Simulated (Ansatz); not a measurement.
A first try at a single point in a Gaussian basis of CHBO2S, SMILES O=C1OB1S, using Ansatz's Python interface.

Script `energy_chbo2s.py`:
```python
# -*- coding: utf-8 -*-
import ansatz as az
import numpy as np

config = {
    "basis": "6-31G*",
    "method": "mp2",
    "cutoff": 500,
}

molecule = (
    az.Crystal.molecule()
    .atom("O", (0.7552, -1.8276, 1.4106))
    .atom("C", (0.2958, -1.1885, 0.3684))
    .atom("O", (-0.3319, -1.2251, -0.95))
    .atom("B", (0.1615, 0.089, -0.386))
    .atom("S", (0.2171, 1.9426, -0.5415))
    .atom("H", (-1.0557, 2.1455, 0.0523))
)

base = (
    molecule.calculation()
    .basis(gaussian=config["basis"])
    .correlation(config["method"])
    .basis(config["cutoff"])
    .forces()
)
print(base.to_yaml())
done = base.run()
report = done.report

print(f"E = {report['free_energy_ev']:.6f} eV = {report['free_energy_ev'] / 27.211386246:.7f} Ha")
print("converged:", report["converged"], " doubts:", report["published_state_doubts"] or "none")

parts = report["correlation"]
for name in ("random_phase", "coupled_cluster", "perturbative"):
    if name in parts:
        print(f"{name:16s} {parts[name]['energy']['hartree']:12.7f} Ha")
if "second_order" in parts:
    pair = parts["second_order"]
    print(f"MP2 same spin {pair['same_spin']['hartree']:.7f} Ha, opposite spin {pair['opposite_spin']['hartree']:.7f} Ha")

symbols = [site.symbol for site in molecule.cartesian_sites]
print("forces (eV/A)")
for symbol, f in zip(symbols, report["forces_ev_ang"]):
    print(f"  {symbol:2s} {f[0]:9.4f} {f[1]:9.4f} {f[2]:9.4f}")

charges = report["charge_distribution"]
dipole = np.array(charges["dipole_moment_e_ang"]) * 4.803205
print("dipole (D): {:.3f} {:.3f} {:.3f}, length {:.3f}".format(*dipole, np.linalg.norm(dipole)))
print("atom  Mulliken   Lowdin")
for symbol, m, l in zip(symbols, charges["mulliken_charges_e"], charges["lowdin_charges_e"]):
    print(f"{symbol:4s} {m:9.3f} {l:8.3f}")
```

Output of `python energy_chbo2s.py`:
```text
crystal:
  periodic: [false, false, false]
  atoms:
    - { symbol: O, position_ang: [0.7552, -1.8276, 1.4106] }
    - { symbol: C, position_ang: [0.2958, -1.1885, 0.3684] }
    - { symbol: O, position_ang: [-0.3319, -1.2251, -0.95] }
    - { symbol: B, position_ang: [0.1615, 0.089, -0.386] }
    - { symbol: S, position_ang: [0.2171, 1.9426, -0.5415] }
    - { symbol: H, position_ang: [-1.0557, 2.1455, 0.0523] }
basis:
  ecutwfc: 500.0
  gaussian:
    orbitals: "6-31G*"
correlation:
  method: mp2
output:
  forces: true

Traceback (most recent call last):
  File "energy_chbo2s.py", line 29, in <module>
    done = base.run()
  ...
ansatz.RefusalError: invalid value for `basis.gaussian`: such a run doesn't read basis.ecutwfc; remove what it names
```
(Library frames cut from the traceback.)

What is wrong, and how is it mended?

The fault: a plane-wave cutoff beside a Gaussian basis. Mended:

```diff
--- before
+++ after
@@ -7,3 +7,2 @@
     "method": "mp2",
-    "cutoff": 500,
 }
@@ -24,3 +23,2 @@
     .correlation(config["method"])
-    .basis(config["cutoff"])
     .forces()
```

After the fix:

Running `python energy_chbo2s.py` prints:
```text
crystal:
  periodic: [false, false, false]
  atoms:
    - { symbol: O, position_ang: [0.7552, -1.8276, 1.4106] }
    - { symbol: C, position_ang: [0.2958, -1.1885, 0.3684] }
    - { symbol: O, position_ang: [-0.3319, -1.2251, -0.95] }
    - { symbol: B, position_ang: [0.1615, 0.089, -0.386] }
    - { symbol: S, position_ang: [0.2171, 1.9426, -0.5415] }
    - { symbol: H, position_ang: [-1.0557, 2.1455, 0.0523] }
basis:
  gaussian:
    orbitals: "6-31G*"
correlation:
  method: mp2
output:
  forces: true

E = -16626.245891 eV = -611.0032668 Ha
converged: True  doubts: none
MP2 same spin -0.1919269 Ha, opposite spin -0.5139114 Ha
forces (eV/A)
  O    -3.0274    1.5988   -5.8897
  C     3.5600   -0.2492    5.7602
  O     0.5485    1.0587    0.6699
  B    -1.1219   -1.0931   -0.0599
  S    -1.4469   -0.8507    0.2223
  H     1.4877   -0.4644   -0.7029
dipole (D): -1.266 2.319 -0.880, length 2.785
atom  Mulliken   Lowdin
O       -0.388   -0.071
C        0.451    0.047
O       -0.358    0.043
B        0.262   -0.298
S       -0.122    0.151
H        0.154    0.128
```

Notes:
- Total energies depend on the basis set; only differences at equal settings carry meaning.
- The geometry is a force-field or estimated start, not a minimum of this method, and the basis set is short of its limit.
- The Löwdin charges here are taken after orthogonalising the functions within each atom; they differ from plain Löwdin charges, and their signs can be unphysical.
- Inner cores stay frozen, so this is valence correlation.
- The whole script took 2.1 s on 1 thread of Arm Neoverse V2 (shared host), peak memory 0.21 GiB.

(A comment or docstring line of the script was reworded after the run, the code is as it ran; lines on the test bed's own set-up are left out of the output.)
